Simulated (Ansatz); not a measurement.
The system is Sn3Te.

```
Te Sn
1.0
    -2.30090    2.30090    5.51649
     2.30090   -2.30090    5.51649
     2.30090    2.30090   -5.51649
Te Sn
1 3
Direct
  0.00000 0.00000 0.00000
  0.50000 0.50000 0.00000
  0.25000 0.75000 0.50000
  0.75000 0.25000 0.50000
```

The cell comes from a database or a generator and needn't be the stable form of this composition.

Below is the output of Ansatz 0.2.0 for this cell. Logs are shortened: lines on timing, memory, paths and dates and some standing lists are left out, and cuts for length are marked.

```text
Warning: RAYON_NUM_THREADS=2 ignored (pool sized by the plan → 2); use --threads N
Engine: ansatz 0.2.0, aarch64-unknown-linux-gnu
Pseudopotentials: kind: paw
Pseudopotential: Te, paw, valence charge 16, recommended cutoff 420 eV (normal), Te.paw.azcp
Pseudopotential: Sn, paw, valence charge 14, recommended cutoff 420 eV (normal), Sn.paw.azcp
Functional definition: PBE
  parameter kappa = 0.804
  parameter beta = 0.06672455060314922
  exchange = pbe_x(kappa = kappa, mu = beta*pi^2/3)
  correlation = pbe_c(beta = beta)
Crystal: 4 atoms, lattice volume = 116.821 Å³
Basis set: ecut = 420 eV, 2315 PW (Γ), exchange–correlation on 90×90×90 points (8 copies of the dense FFT grid, shifted against one another)
Bands: 35, of which v1, the nominal top of the filled ones, is band 29 counted from 1 (28 counted from 0)
Symmetry: 16 space group operations
Space group: I4/mmm (ITA 139), of the structure as read, at distance tolerance 4.9e-5 Å
k-points: 59 of 512
Non-local potential: Te, projectors of the file, l = 0: 2, l = 1: 2, l = 2: 2, l = 3: 2
Non-local potential: Sn, projectors of the file, l = 0: 2, l = 1: 2, l = 2: 2, l = 3: 2
PAW form: soft (Blöchl's): semilocal exchange-correlation on the pseudo side does not see the compensation charge
PAW one-centre angular grid: Te, 590 points (default); XC on 64 Gauss nodes
PAW one-centre angular grid: Sn, 590 points (default); XC on 64 Gauss nodes
Initial density: superposition of atomic densities (neutral atoms: chi_scale 0, normalization atom), corrected by the library's trained network
Initial wavefunctions: pseudopotential atomic-orbital guess
Functional: x = pbe(κ = 0.804, μ = 0.2195149727645171), c = pbe(β = 0.06672455060314922)
SCF iter   1: F=—  HF=-25052.383697 eV  |F-HF|=—  |Δ(HF+E_count)|=         —  Δρ=1.32e-3  dr2=3.32e-3  ethr=1.77e-3  ⟨swp⟩=8.0  Hψ=9181  notcnv=0  defer=2
preconditioner: auto → Kerker (q_TF=auto, 2.428 Å⁻¹)  [metal: Δε(μ)=0.042 eV  Ē_g=17.627 eV  σ=0.050 eV  W_gap=0.20  n_scr=32 (ndim 8)  ℏωp=23.8 eV  f_vac=0.000  D(μ)=2.01/eV (n_scr^D=10)]
SCF iter   2: F=—  HF=-25052.380469 eV  |F-HF|=—  |Δ(HF+E_count)|=   3.23e-3  Δρ=8.92e-4  dr2=1.43e-3  ethr=5.73e-6  ⟨swp⟩=2.0  Hψ=3999  notcnv=0  defer=5
SCF iter   3: F=—  HF=-25052.380345 eV  |F-HF|=—  |Δ(HF+E_count)|=   1.23e-4  Δρ=3.67e-4  dr2=1.71e-4  ethr=2.46e-6  ⟨swp⟩=2.9  Hψ=3585  notcnv=0  defer=5
SCF iter   4: F=—  HF=-25052.380289 eV  |F-HF|=—  |Δ(HF+E_count)|=   5.68e-5  Δρ=1.96e-4  dr2=3.60e-5  ethr=2.94e-7  ⟨swp⟩=3.0  Hψ=3761  notcnv=0  defer=5
SCF iter   5: F=—  HF=-25052.380259 eV  |F-HF|=—  |Δ(HF+E_count)|=   2.93e-5  Δρ=5.73e-5  dr2=2.35e-6  ethr=6.20e-8  ⟨swp⟩=2.2  Hψ=3682  notcnv=0  defer=5
SCF iter   6: F=—  HF=-25052.380257 eV  |F-HF|=—  |Δ(HF+E_count)|=   1.84e-6  Δρ=1.53e-5  dr2=1.76e-7  ethr=4.04e-9  ⟨swp⟩=2.0  Hψ=3765  notcnv=0  defer=5
SCF iter   7: F=-25052.380257 eV  HF=-25052.380257 eV  |F-HF|=1.31e-8  |Δ(HF+E_count)|=   1.02e-7  Δρ=4.58e-6  dr2=2.15e-8  ethr=1.72e-10  ⟨swp⟩=7.1  Hψ=8711  notcnv=0
SCF 1 converged in 7 iterations: F = -25052.380257 eV  dr2 = 2.15e-8
  greatest PAW one-centre occupation: 0.998 electrons in one spin orbital (limit 2), on the Te atom at site 0 (counted from 0), in its partial waves of l = 2
SCF converged after 7 iterations
Free energy (F): -25052.380257 eV
Harris-Foulkes:  -25052.380257 eV  (|F-HF|=1.31e-8)
Internal energy: -25052.363449 eV  (E = F + TS)
E sigma→0 (E₀):  -25052.371853 eV
Entropy (-TS):   -0.016808 eV (-4.202 meV/atom)
Fermi energy:    10.241230 eV
--- Per-component energies (eV) ---
  E_band       = -515.052268
  E_kinetic    = 735.686844
  E_local      = -3705.278042  (includes V_loc(G=0)·N_el)
  E_nonlocal   = -408.984792
  E_hartree    = 2345.086512
  E_xc         = -1272.540102
  E_vxc        = -392.208254  (∫ρ·V_xc dr)
  E_paw        = -17064.268792  (= ΣΔE_a)
  E_vpaw       = -1434.447921  (= ΣTr[D̂ρ^β])
  E_aug_tail   = -0.000168  (compensation charges beyond the density's cutoff)
  E_ewald      = -5682.064910
  E_smearing   = -0.016808  (= −TS)
  E_closure    = -0.000000  (closes the sum)
  Σ components = -25052.380257   (vs F -25052.380257, Δ=0.00e0)
--- Forces (eV/Å), atoms counted from 1 ---
  atom   1  Te     0.00000000     0.00000000     0.00000000
  atom   2  Sn    -0.00000000     0.00000000     0.00000000
  atom   3  Sn     0.00000000     0.00000000     0.00000000
  atom   4  Sn     0.00000000     0.00000000     0.00000000
  max |Σ_I F_I| component: 3.12e-17 eV/Å
--- Stress (GPa, compression-positive) ---
       -0.311686       0.000000       0.000000
        0.000000      -0.311686       0.000000
        0.000000      -0.000000      -0.592170
  P = ⅓ Tr σ = -0.4052 GPa (-4.052 kbar)
--- Band table (eV; the first three rows and the last of 59) ---
  k-point 0: bands = ["-26.9089", "-26.9076", "-26.9025", "-26.9019", "-26.9019", "-11.4919", "-11.4694", "-11.4343", "-11.4293", "-11.4220", "-11.4220", "-11.4169", "-11.4169", "-11.4019", "-11.4007", "-11.3588", "-11.3425", "-11.3425", "-11.2683", "-11.1910", "-2.0598", "1.8940", "4.7335", "5.4629", "6.1887", "7.1621", "7.1621", "8.6292", "8.6292", "9.8990", "10.6530", "12.9005", "12.9005", "15.4221", "16.5082"]
  k-point 1: bands = ["-26.9089", "-26.9074", "-26.9024", "-26.9019", "-26.9019", "-11.4792", "-11.4543", "-11.4350", "-11.4327", "-11.4235", "-11.4223", "-11.4204", "-11.4053", "-11.3955", "-11.3888", "-11.3661", "-11.3525", "-11.3428", "-11.2768", "-11.2130", "-1.9043", "1.9073", "4.3216", "5.3767", "5.6801", "6.6647", "7.7179", "8.1674", "9.9383", "10.9424", "11.0484", "11.3019", "13.2087", "14.6657", "15.0205"]
  k-point 2: bands = ["-26.9090", "-26.9071", "-26.9023", "-26.9019", "-26.9019", "-11.4719", "-11.4444", "-11.4336", "-11.4273", "-11.4260", "-11.4251", "-11.3892", "-11.3890", "-11.3835", "-11.3805", "-11.3800", "-11.3581", "-11.3461", "-11.2970", "-11.2548", "-1.4927", "1.9074", "4.1226", "4.3621", "5.8473", "6.1413", "6.9000", "8.0692", "10.6733", "11.8387", "12.0380", "12.3076", "12.3985", "13.7964", "14.0631"]
  k-point 58: bands = ["-26.9089", "-26.9076", "-26.9025", "-26.9019", "-26.9019", "-11.4893", "-11.4664", "-11.4618", "-11.4618", "-11.4453", "-11.4336", "-11.4319", "-11.3706", "-11.3619", "-11.3619", "-11.3568", "-11.3568", "-11.3479", "-11.2687", "-11.1910", "-1.6961", "0.7055", "4.0523", "6.0313", "6.5135", "6.5135", "9.1622", "10.0823", "10.0823", "10.7672", "11.7746", "12.2467", "13.7210", "13.7210", "14.2626"]
```

Write the input and the command behind it.

Single point with PBE, no spin polarisation. The files as run (others can give the same):

input.yaml
```yaml
crystal:
  lattice:
    - [-2.300904, 2.300904, 5.516494]
    - [2.300904, -2.300904, 5.516494]
    - [2.300904, 2.300904, -5.516494]
  atoms:
    - { symbol: Te, position: [0.0, 0.0, 0.0] }
    - { symbol: Sn, position: [0.5, 0.5, 0.0] }
    - { symbol: Sn, position: [0.25, 0.75, 0.5] }
    - { symbol: Sn, position: [0.75, 0.25, 0.5] }
hamiltonian:
  xc: pbe
  pseudopotentials: { kind: paw }
kpoints:
  mp_grid: { grid: [8, 8, 8] }
scf:
  occupations: { method: fermi_dirac, width: 0.05 }
output:
  forces: true
  stress: true
  eigenvalues: true
```

Potentials or basis: Ansatz PAW.
The run is started by
```bash
$ ansatz run input.yaml --threads 2 --pin off --max-ram 5120MiB --backend cpu --events-out ev --progress --plain --runs-dir out
```
